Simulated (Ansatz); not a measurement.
Write a Python script for the Ansatz DFT code, driven from Python that makes an atomisation energy of BFGeH4Si, SMILES F[B]1[SiH2][GeH2]1. Level of theory (for the species named): MP2, 6-31G* basis, multiplicity 1.

```csv
atom,x (Å),y (Å),z (Å)
F,2.1198,-0.7525,1.5788
B,0.9584,-0.3159,0.7297
Si,-0.2032,1.1503,-0.0563
Ge,-0.5596,-0.8535,-0.5616
H,0.5527,1.9216,-1.0769
H,-1.0345,1.7897,0.9687
H,-0.0413,-1.4243,-1.8831
H,-1.7001,-1.5726,0.2449
```

The script, `bfgeh4si_tae.py`:
```python
"""Atomisation energy of BFGeH4Si at the given geometry."""

from collections import Counter
from dataclasses import dataclass

import ansatz as az


@dataclass(frozen=True)
class Options:
    basis_set: str = "6-31G*"
    method: str = "mp2"


cfg = Options()


def energy(molecule, charge=0, unpaired=0):
    calc = (
        molecule.calculation()
        .basis(gaussian=cfg.basis_set)
        .correlation(cfg.method)
    )
    if charge:
        calc = calc.charge(charge)
    if unpaired:
        calc = calc.spin("collinear", total=unpaired)
    report = calc.run(threads=1).report
    if report["published_state_doubts"]:
        print("  doubts:", report["published_state_doubts"])
    return report["free_energy_ev"]

GEOMETRY = """
F     2.11980   -0.75250    1.57880
B     0.95840   -0.31590    0.72970
Si   -0.20320    1.15030   -0.05630
Ge   -0.55960   -0.85350   -0.56160
H     0.55270    1.92160   -1.07690
H    -1.03450    1.78970    0.96870
H    -0.04130   -1.42430   -1.88310
H    -1.70010   -1.57260    0.24490
"""

system = az.Crystal.molecule()
for line in GEOMETRY.strip().splitlines():
    symbol, *xyz = line.split()
    system = system.atom(symbol, [float(v) for v in xyz])

# unpaired electrons of the ground-state atoms
unpaired = {"F": 1, "B": 1, "Si": 2, "Ge": 2, "H": 1}
counts = Counter(site.symbol for site in system.cartesian_sites)
atom_energy = {s: energy(az.Crystal.molecule().atom(s, (0, 0, 0)), 0, unpaired[s]) for s in counts}
whole = energy(system, 0, 0)
for s, e in atom_energy.items():
    print(f"{s:2s} x{counts[s]}  {e:14.5f} eV")
print(f"BFGeH4Si: {whole:.5f} eV")
split = sum(counts[s] * e for s, e in atom_energy.items()) - whole
print(f"atomisation energy (no zero-point term): {96.485332 * split:.1f} kJ/mol, {split / sum(counts.values()):.3f} eV an atom")
```

```console
$ python bfgeh4si_tae.py
F  x1     -2707.18652 eV
B  x1      -668.27674 eV
Si x1     -7860.60838 eV
Ge x1    -56470.45030 eV
H  x4       -13.55761 eV
BFGeH4Si: -67781.67847 eV
atomisation energy (no zero-point term): 2019.1 kJ/mol, 2.616 eV an atom
```

2019.1 kJ/mol from the electronic energies, without the zero-point term.

Caveats:
- Total energies depend on the basis set; only differences at equal settings carry meaning.
- The geometry is a force-field or estimated start, not a minimum of this method, and the basis set is short of its limit. All parts are taken at fixed geometry, without zero-point energy.
- In double-zeta sets correlated atomisation energies come out some 10 to 15 % low.
- Hardware and time: 3.3 s on 1 thread of Arm Neoverse V1, with other jobs on the host, peak memory 0.21 GiB.
